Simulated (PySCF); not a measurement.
# [Yb(NH3)4]3+: other functionals and bases at one geometry

How far do other levels of theory move the description of [Yb(NH3)4]3+, and what does each cost? The species was built from a template and needn't be a known compound.

The runs use PySCF 2.14.0; several levels, as the steps say, no spin–orbit coupling.

3 further runs of the same task are left out: 2 for a known fault of the program, 1 that didn't finish.

## Step 1: Starting geometry

17 atoms, charge 3, spin multiplicity 1.

Bond lengths: Yb1–N2 2.391 Å, Yb1–N6 2.391 Å, Yb1–N10 2.391 Å, Yb1–N14 2.391 Å, N2–H3 1.037 Å, N2–H4 1.037 Å, N2–H5 1.037 Å, N6–H7 1.037 Å, N6–H8 1.037 Å, N6–H9 1.037 Å, N10–H11 1.037 Å, N10–H12 1.037 Å, N10–H13 1.037 Å, N14–H15 1.037 Å, N14–H16 1.037 Å, N14–H17 1.037 Å. Angles: N2–Yb1–N6 109.9°, N2–Yb1–N10 109.5°, N2–Yb1–N14 109.4°, N6–Yb1–N10 109.4°, N6–Yb1–N14 109.5°, N10–Yb1–N14 109.2°, Yb1–N2–H3 115.6°, Yb1–N2–H4 115.5°, Yb1–N2–H5 115.4°, H3–N2–H4 102.8°, H3–N2–H5 102.8°, H4–N2–H5 102.8°, Yb1–N6–H7 115.6°, Yb1–N6–H8 115.5°, Yb1–N6–H9 115.4°, H7–N6–H8 102.8°, H7–N6–H9 102.8°, H8–N6–H9 102.8° and more.

Geometry (Å):

```csv
atom,x (Å),y (Å),z (Å)
Yb1,0.0000,0.0000,0.0023
N2,1.3788,1.3903,1.3748
H3,1.1027,1.4503,2.3725
H4,2.3771,1.1150,1.4287
H5,1.4299,2.3863,1.0908
N6,-1.3788,-1.3903,1.3748
H7,-1.1027,-1.4503,2.3725
H8,-2.3771,-1.1150,1.4287
H9,-1.4299,-2.3863,1.0908
N10,1.3821,-1.3740,-1.3833
H11,1.9876,-2.0495,-0.8810
H12,0.8777,-1.9763,-2.0602
H13,2.0554,-0.8654,-1.9862
N14,-1.3821,1.3740,-1.3833
H15,-1.9876,2.0495,-0.8810
H16,-0.8777,1.9763,-2.0602
H17,-2.0554,0.8654,-1.9862
```

Formal oxidation states: Yb +3. Each metal's 13 4f electrons lie in its core potential, so multiplicities, spins and levels count the valence alone. An earlier session relaxed this geometry at B3LYP, Yb lcecp-1-SVP with ECP59, N def2-SVP, H def2-SVP (singlet, point group D2).

At B3LYP on the finer grid: E = -264.590897 Eh, HOMO -23.45 eV, LUMO -14.67 eV, Mulliken charge on Yb1 +1.49 e, largest force component 0.015 eV/Å. 

Levels to run: r2SCAN; CAM-B3LYP; TPSSh; M06-L; B3LYP, TZVP. Hardware: 4 threads of AMD EPYC 9R45 (Zen 5), shared host.

## Step 2: r2SCAN

File run.py (the lines that set the calculation):

```python
mol = gto.M(atom='''
Yb     0.00000     0.00000     0.00227
N      1.37877     1.39026     1.37478
H      1.10273     1.45028     2.37254
H      2.37712     1.11498     1.42866
H      1.42991     2.38630     1.09081
N     -1.37877    -1.39026     1.37478
H     -1.10273    -1.45028     2.37254
H     -2.37712    -1.11498     1.42866
H     -1.42991    -2.38630     1.09081
N      1.38210    -1.37397    -1.38333
H      1.98763    -2.04954    -0.88098
H      0.87769    -1.97625    -2.06019
H      2.05539    -0.86542    -1.98615
N     -1.38210     1.37397    -1.38333
H     -1.98763     2.04954    -0.88098
H     -0.87769     1.97625    -2.06019
H     -2.05539     0.86542    -1.98615''',
    basis={'Yb': 'lcecp-1-SVP', 'N': 'def2-SVP', 'H': 'def2-SVP'},
    ecp={'Yb': 'lcecp-1-SVP'},
    charge=3, spin=0)
mf = dft.RKS(mol, xc='R2SCAN')
mf.grids.atom_grid = (75, 302)  # f atoms: unpruned, at least (60, 302)
mf = mf.density_fit()  # fitting sets: Yb AutoAux, N def2-universal-JKFIT, H def2-universal-JKFIT
mf.conv_tol = 1e-08; mf.max_cycle = 55
mf.kernel(dm0)  # dm0: the density of the relaxed state
```

The run is started by

```
$ OMP_NUM_THREADS=4 python run.py
```

Standard output:

```text
init E= -264.451251490295
  HOMO = -0.828565377739448  LUMO = -0.556248180657689  gap/eV = 7.41013
cycle= 1 E= -264.453375227683  delta_E= -0.00212  |g|= 0.0286  |ddm|= 0.176
  HOMO = -0.830491649079776  LUMO = -0.550803797572641  gap/eV = 7.61069
cycle= 2 E= -264.453083373277  delta_E= 0.000292  |g|= 0.0462  |ddm|= 0.0675
  HOMO = -0.827719143308587  LUMO = -0.552237937898507  gap/eV = 7.49623
cycle= 3 E= -264.453574663294  delta_E= -0.000491  |g|= 0.00133  |ddm|= 0.0375
  HOMO = -0.827913339063928  LUMO = -0.552735337198202  gap/eV = 7.48797
cycle= 4 E= -264.453575191226  delta_E= -5.28e-07  |g|= 0.000561  |ddm|= 0.00323
  HOMO = -0.827835515881731  LUMO = -0.552577301563873  gap/eV = 7.49016
cycle= 5 E= -264.453575293659  delta_E= -1.02e-07  |g|= 2.91e-05  |ddm|= 0.000838
  HOMO = -0.827831750516014  LUMO = -0.552570263926608  gap/eV = 7.49025
cycle= 6 E= -264.45357529385  delta_E= -1.92e-10  |g|= 8.84e-06  |ddm|= 4.29e-05
  HOMO = -0.827832722700807  LUMO = -0.552571188703942  gap/eV = 7.49025
Extra cycle  E= -264.453575293829  delta_E= 2.1e-11  |g|= 1.31e-05  |ddm|= 1.87e-05
converged SCF energy = -264.453575293829
```

It took 8.2 s on 4 threads of AMD EPYC 9R45 (Zen 5), shared host.

It gives: E = -264.453575 Eh, HOMO -22.53 eV, LUMO -15.04 eV, Mulliken charge on Yb1 +1.54 e, largest force component 0.077 eV/Å. 

## Step 3: CAM-B3LYP

run.py (the lines that set the calculation), as its differences from that of step 2:

```diff
@@ -21,3 +21,3 @@
     charge=3, spin=0)
-mf = dft.RKS(mol, xc='R2SCAN')
+mf = dft.RKS(mol, xc='CAMB3LYP')
 mf.grids.atom_grid = (75, 302)  # f atoms: unpruned, at least (60, 302)
```

The run is started by

```
$ OMP_NUM_THREADS=4 python run.py
```

Standard output:

```text
init E= -264.427067608383
  HOMO = -0.924527118441928  LUMO = -0.482586650775966  gap/eV = 12.02581
cycle= 1 E= -264.428224942691  delta_E= -0.00116  |g|= 0.0111  |ddm|= 0.0953
  HOMO = -0.92508943254542  LUMO = -0.486398565370172  gap/eV = 11.93739
cycle= 2 E= -264.428262270485  delta_E= -3.73e-05  |g|= 0.00668  |ddm|= 0.0223
  HOMO = -0.925743106402791  LUMO = -0.485743795992572  gap/eV = 11.97299
cycle= 3 E= -264.428272245695  delta_E= -9.98e-06  |g|= 0.00283  |ddm|= 0.00757
  HOMO = -0.925455307511818  LUMO = -0.485622319297254  gap/eV = 11.96847
cycle= 4 E= -264.428274111991  delta_E= -1.87e-06  |g|= 0.000349  |ddm|= 0.00242
  HOMO = -0.92552224299604  LUMO = -0.485781592792075  gap/eV = 11.96595
cycle= 5 E= -264.42827416452  delta_E= -5.25e-08  |g|= 4.7e-05  |ddm|= 0.000782
  HOMO = -0.92551429297296  LUMO = -0.485768662153865  gap/eV = 11.96609
cycle= 6 E= -264.42827416598  delta_E= -1.46e-09  |g|= 1.19e-05  |ddm|= 0.000103
  HOMO = -0.925514910802202  LUMO = -0.485769562810022  gap/eV = 11.96608
Extra cycle  E= -264.428274166056  delta_E= -7.59e-11  |g|= 3.84e-06  |ddm|= 2.28e-05
converged SCF energy = -264.428274166056
```

It took 6.6 s on 4 threads of AMD EPYC 9R45 (Zen 5), shared host.

It gives: E = -264.428274 Eh, HOMO -25.18 eV, LUMO -13.22 eV, Mulliken charge on Yb1 +1.52 e, largest force component 0.044 eV/Å. 

## Step 4: TPSSh

run.py (the lines that set the calculation), as its differences from that of step 3:

```diff
@@ -21,3 +21,3 @@
     charge=3, spin=0)
-mf = dft.RKS(mol, xc='CAMB3LYP')
+mf = dft.RKS(mol, xc='TPSSH')
 mf.grids.atom_grid = (75, 302)  # f atoms: unpruned, at least (60, 302)
```

The run is started by

```
$ OMP_NUM_THREADS=4 python run.py
```

Standard output:

```text
init E= -264.568448124138
  HOMO = -0.841845703575395  LUMO = -0.544150133719346  gap/eV = 8.10071
cycle= 1 E= -264.569483395599  delta_E= -0.00104  |g|= 0.0289  |ddm|= 0.136
  HOMO = -0.845515166286735  LUMO = -0.542618610824919  gap/eV = 8.24224
cycle= 2 E= -264.569252522861  delta_E= 0.000231  |g|= 0.0432  |ddm|= 0.0537
  HOMO = -0.842243720161097  LUMO = -0.542750441622555  gap/eV = 8.14963
cycle= 3 E= -264.569661109474  delta_E= -0.000409  |g|= 0.000782  |ddm|= 0.0324
  HOMO = -0.842181323646045  LUMO = -0.542498573672903  gap/eV = 8.15478
cycle= 4 E= -264.569661300024  delta_E= -1.91e-07  |g|= 0.000217  |ddm|= 0.00164
  HOMO = -0.842214659929728  LUMO = -0.542559887587201  gap/eV = 8.15402
cycle= 5 E= -264.569661315142  delta_E= -1.51e-08  |g|= 1.09e-05  |ddm|= 0.000326
  HOMO = -0.842213962533636  LUMO = -0.542561874710716  gap/eV = 8.15395
cycle= 6 E= -264.569661315167  delta_E= -2.52e-11  |g|= 6.74e-06  |ddm|= 1.63e-05
  HOMO = -0.842215123423953  LUMO = -0.542561470601724  gap/eV = 8.15399
Extra cycle  E= -264.569661315155  delta_E= 1.23e-11  |g|= 1.03e-05  |ddm|= 1.24e-05
converged SCF energy = -264.569661315155
```

Wall time 8.5 s (4 threads of AMD EPYC 9R45 (Zen 5), shared host).

Read off: E = -264.569661 Eh, HOMO -22.92 eV, LUMO -14.76 eV, Mulliken charge on Yb1 +1.55 e, largest force component 0.035 eV/Å. 

## Step 5: M06-L

run.py (the lines that set the calculation), as its differences from that of step 4:

```diff
@@ -21,3 +21,3 @@
     charge=3, spin=0)
-mf = dft.RKS(mol, xc='TPSSH')
+mf = dft.RKS(mol, xc='M06L')
 mf.grids.atom_grid = (75, 302)  # f atoms: unpruned, at least (60, 302)
```

The run is started by

```
$ OMP_NUM_THREADS=4 python run.py
```

Standard output:

```text
init E= -264.55003013877
  HOMO = -0.829913005987166  LUMO = -0.550624116125069  gap/eV = 7.59984
cycle= 1 E= -264.557649531043  delta_E= -0.00762  |g|= 0.0245  |ddm|= 0.334
  HOMO = -0.832105245003299  LUMO = -0.55120602988084  gap/eV = 7.64366
cycle= 2 E= -264.557632111272  delta_E= 1.74e-05  |g|= 0.0294  |ddm|= 0.0522
  HOMO = -0.829045720129002  LUMO = -0.549076210593625  gap/eV = 7.61836
cycle= 3 E= -264.55781197725  delta_E= -0.00018  |g|= 0.00445  |ddm|= 0.0223
  HOMO = -0.829078040297735  LUMO = -0.54788498520791  gap/eV = 7.65165
cycle= 4 E= -264.557816612549  delta_E= -4.64e-06  |g|= 0.00209  |ddm|= 0.00889
  HOMO = -0.829165686275444  LUMO = -0.548219111486437  gap/eV = 7.64495
cycle= 5 E= -264.55781795977  delta_E= -1.35e-06  |g|= 0.00012  |ddm|= 0.00253
  HOMO = -0.829156022711892  LUMO = -0.548202766488779  gap/eV = 7.64513
cycle= 6 E= -264.557817963739  delta_E= -3.97e-09  |g|= 9.23e-06  |ddm|= 0.000215
  HOMO = -0.829157172736924  LUMO = -0.548204297292638  gap/eV = 7.64512
Extra cycle  E= -264.557817963755  delta_E= -1.59e-11  |g|= 5.5e-06  |ddm|= 1.87e-05
converged SCF energy = -264.557817963755
```

It took 8.5 s on 4 threads of AMD EPYC 9R45 (Zen 5), shared host.

Read off: E = -264.557818 Eh, HOMO -22.56 eV, LUMO -14.92 eV, Mulliken charge on Yb1 +1.70 e, largest force component 0.150 eV/Å. 

## Step 6: B3LYP, TZVP

Basis: Yb lcecp-1-TZVP with ECP59, N def2-TZVP, H def2-TZVP. 

run.py (the lines that set the calculation), as its differences from that of step 5:

```diff
@@ -18,6 +18,6 @@
 H     -2.05539     0.86542    -1.98615''',
-    basis={'Yb': 'lcecp-1-SVP', 'N': 'def2-SVP', 'H': 'def2-SVP'},
-    ecp={'Yb': 'lcecp-1-SVP'},
+    basis={'Yb': 'lcecp-1-TZVP', 'N': 'def2-TZVP', 'H': 'def2-TZVP'},
+    ecp={'Yb': 'lcecp-1-TZVP'},
     charge=3, spin=0)
-mf = dft.RKS(mol, xc='M06L')
+mf = dft.RKS(mol, xc='B3LYP')
 mf.grids.atom_grid = (75, 302)  # f atoms: unpruned, at least (60, 302)
@@ -25,2 +25,2 @@
 mf.conv_tol = 1e-08; mf.max_cycle = 55
-mf.kernel(dm0)  # dm0: the density of the relaxed state
+mf.kernel(dm0)  # dm0: free metal ions and neutral atoms
```

The run is started by

```
$ OMP_NUM_THREADS=4 python run.py
```

Standard output:

```text
init E= -257.500424887653
  HOMO = -1.11475186645178  LUMO = -0.692954303938841  gap/eV = 11.47770
cycle= 1 E= -263.592672951993  delta_E= -6.09  |g|= 2.65  |ddm|= 2.84
  HOMO = -0.608812622993817  LUMO = -0.480725801620498  gap/eV = 3.48542
cycle= 2 E= -262.002145648397  delta_E= 1.59  |g|= 3.42  |ddm|= 2.92
  HOMO = -0.869286162065369  LUMO = -0.495735076415032  gap/eV = 10.16484
cycle= 3 E= -264.818443983574  delta_E= -2.82  |g|= 0.367  |ddm|= 2.18
  HOMO = -0.87274435518825  LUMO = -0.56107847158864  gap/eV = 8.48086
cycle= 4 E= -264.851952058636  delta_E= -0.0335  |g|= 0.0911  |ddm|= 0.45
  HOMO = -0.85809181228952  LUMO = -0.534247047962304  gap/eV = 8.81226
cycle= 5 E= -264.854362891457  delta_E= -0.00241  |g|= 0.00696  |ddm|= 0.111
  HOMO = -0.859549341753052  LUMO = -0.53576798475858  gap/eV = 8.81054
cycle= 6 E= -264.854374960486  delta_E= -1.21e-05  |g|= 0.00189  |ddm|= 0.00765
  HOMO = -0.859370523116729  LUMO = -0.535844820574519  gap/eV = 8.80358
cycle= 7 E= -264.854375381428  delta_E= -4.21e-07  |g|= 0.00123  |ddm|= 0.00163
  HOMO = -0.859475549164643  LUMO = -0.535845935558124  gap/eV = 8.80641
cycle= 8 E= -264.854375680432  delta_E= -2.99e-07  |g|= 9e-05  |ddm|= 0.000637
  HOMO = -0.859467398319469  LUMO = -0.535835246969164  gap/eV = 8.80648
cycle= 9 E= -264.85437568206  delta_E= -1.63e-09  |g|= 6.73e-06  |ddm|= 8.54e-05
  HOMO = -0.859469054274923  LUMO = -0.535838861885648  gap/eV = 8.80643
Extra cycle  E= -264.854375682068  delta_E= -8.07e-12  |g|= 5.19e-06  |ddm|= 1.62e-05
converged SCF energy = -264.854375682068
```

It took 19 s on 4 threads of AMD EPYC 9R45 (Zen 5), shared host.

Result: E = -264.854376 Eh, HOMO -23.39 eV, LUMO -14.58 eV, Mulliken charge on Yb1 +1.94 e, largest force component 0.296 eV/Å. 

## Step 7: All levels side by side

| level | state | HOMO (eV) | gap (eV) | charge on Yb1 (e) | dipole (D) | largest force (eV/Å) | basis functions | time |
| --- | --- | --- | --- | --- | --- | --- | --- | --- |
| B3LYP (relaxed here) | singlet | -23.45 | 8.78 | 1.49 | 0.03 | 0.01 | 149 | 5 s |
| r2SCAN | singlet | -22.53 | 7.49 | 1.54 | 0.03 | 0.08 | 149 | 8.2 s |
| CAM-B3LYP | singlet | -25.18 | 11.97 | 1.52 | 0.03 | 0.04 | 149 | 6.6 s |
| TPSSh | singlet | -22.92 | 8.15 | 1.55 | 0.03 | 0.04 | 149 | 8.5 s |
| M06-L | singlet | -22.56 | 7.65 | 1.70 | 0.03 | 0.15 | 149 | 8.5 s |
| B3LYP, TZVP | singlet | -23.39 | 8.81 | 1.94 | 0.04 | 0.30 | 243 | 19 s |

Times are on 4 threads of AMD EPYC 9R45 (Zen 5), shared host; the first row also made further properties. The dipole of a charged species depends on the origin, so these sizes hold for this origin alone.

In one basis the HOMO–LUMO gap runs from 7.49 eV (r2SCAN) to 11.97 eV (CAM-B3LYP). The largest leftover force, 0.30 eV/Å with B3LYP, TZVP, stands at a geometry relaxed at another level. The Mulliken charge on Yb spans +1.49 to +1.94 e over the levels. With 4f in the core, its levels are missing from HOMO and gap. Total energies of different levels can't be compared. Spin–orbit coupling is left out throughout.
